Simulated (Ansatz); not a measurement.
# SnNH5: vertical ionisation energy

An exercise on one series of results from a longer session: the logs are not shown, and one member is left open.

Program: Ansatz 0.2.0, Gaussian basis. Level of theory: unrestricted cation, the program's frozen cores in correlated methods. These are calculated values, not measurements.

The runs, in order: UKS PBE-D4/def2-TZVPP; UKS r2SCAN-D4/def2-TZVPP; UKS PBE0-D4/def2-TZVPP; UKS B3LYP-D4/def2-TZVPP; UKS wB97X-V/def2-TZVPP; UKS wB97M-V/def2-TZVPP; UKS B2PLYP/def2-TZVPP; UHF-CCSD(T)/def2-TZVPP; UHF-CCSD(T)/def2-QZVPP; extrapolation to the limit; then −ε(HOMO) from the neutral's earlier runs with LDA (SPW92), PBE-D4, revPBE-D4, BLYP-D4, r2SCAN-D4, B97M-V, PBE0-D4, B3LYP-D4, r2SCANh-D4, r2SCAN0-D4, HSE06-D4, BHLYP-D4, CAM-B3LYP-D4, LC-ωPBE, ωB97X-V, ωB97M-V.

## The geometry

All runs share one geometry, relaxed beforehand with PBE0-D4 in a triple-zeta def2 set. Sn takes the def2 core potential; no spin-orbit term is included.

SMILES `[NH2][SnH3]`, 7 atoms, charge 0, spin multiplicity 1.

Atoms are counted from 1 here; the program's logs count them from 0.

Bond lengths: N1–Sn2 2.032 Å, N1–H3 1.012 Å, N1–H4 1.012 Å, Sn2–H5 1.704 Å, Sn2–H6 1.704 Å, Sn2–H7 1.717 Å. Angles: Sn2–N1–H3 112.9°, Sn2–N1–H4 112.9°, H3–N1–H4 107.1°, N1–Sn2–H5 105.9°, N1–Sn2–H6 105.9°, N1–Sn2–H7 113.4°, H5–Sn2–H6 112.1°, H5–Sn2–H7 109.7°, H6–Sn2–H7 109.7°.

The first run:

Contents of in.yaml:

```yaml
crystal:
  periodic: [false, false, false]
  atoms:
    - {symbol: N, position_ang: [-0.499637, -1.183300, 0.116576]}
    - {symbol: Sn, position_ang: [0.136845, 0.730376, -0.135610]}
    - {symbol: H, position_ang: [-0.001830, -1.844464, -0.466461]}
    - {symbol: H, position_ang: [-0.413715, -1.504861, 1.072661]}
    - {symbol: H, position_ang: [-0.115787, 1.092762, -1.781747]}
    - {symbol: H, position_ang: [-0.836268, 1.684426, 0.887996]}
    - {symbol: H, position_ang: [1.791692, 0.957062, 0.260883]}
basis:
  gaussian: {orbitals: def2-TZVPP}
total_charge: 1
magnetization: {spin_polarized: true, initial_magnetization: 1}
hamiltonian: {xc: pbe, dispersion: d4}
```

Command:

```
> ansatz run in.yaml --threads 2 --pin off --events-out ev --progress --plain --max-ram 32768MiB --backend cpu
```

Among the steps run: Cation, UKS PBE-D4/def2-TZVPP; Cation, UKS r2SCAN-D4/def2-TZVPP; Cation, UKS PBE0-D4/def2-TZVPP; Cation, UKS B3LYP-D4/def2-TZVPP; Cation, UKS wB97X-V/def2-TZVPP; Cation, UKS wB97M-V/def2-TZVPP; Cation, UKS B2PLYP (frozen core)/def2-TZVPP; Cation, UHF-CCSD(T)/def2-TZVPP; Cation, UHF-CCSD(T)/def2-QZVPP.

One table of the session follows, with a row left open; its other results are not shown here.

Orbital estimates, from the neutral's runs:

```
  functional  −ε(HOMO) (eV)
 LDA (SPW92)           5.92
      PBE-D4           5.80
   revPBE-D4           5.76
     BLYP-D4           5.69
   r2SCAN-D4           6.10
      B97M-V           6.24
     PBE0-D4           7.21
    B3LYP-D4           6.97
  r2SCANh-D4           6.62
  r2SCAN0-D4           7.42
    HSE06-D4           6.81
    BHLYP-D4           8.53
CAM-B3LYP-D4              ?
     LC-ωPBE          10.01
     ωB97X-V           9.65
     ωB97M-V           9.55
```

Estimate the missing values for CAM-B3LYP-D4.

As computed: −ε(HOMO) (eV): 8.62. In the column «−ε(HOMO) (eV)» it lies between BHLYP-D4 (8.53) and ωB97M-V (9.55).

Caveats from the session: The cation may have settled in a state other than its lowest; no search over hole states beyond the program's own was made.
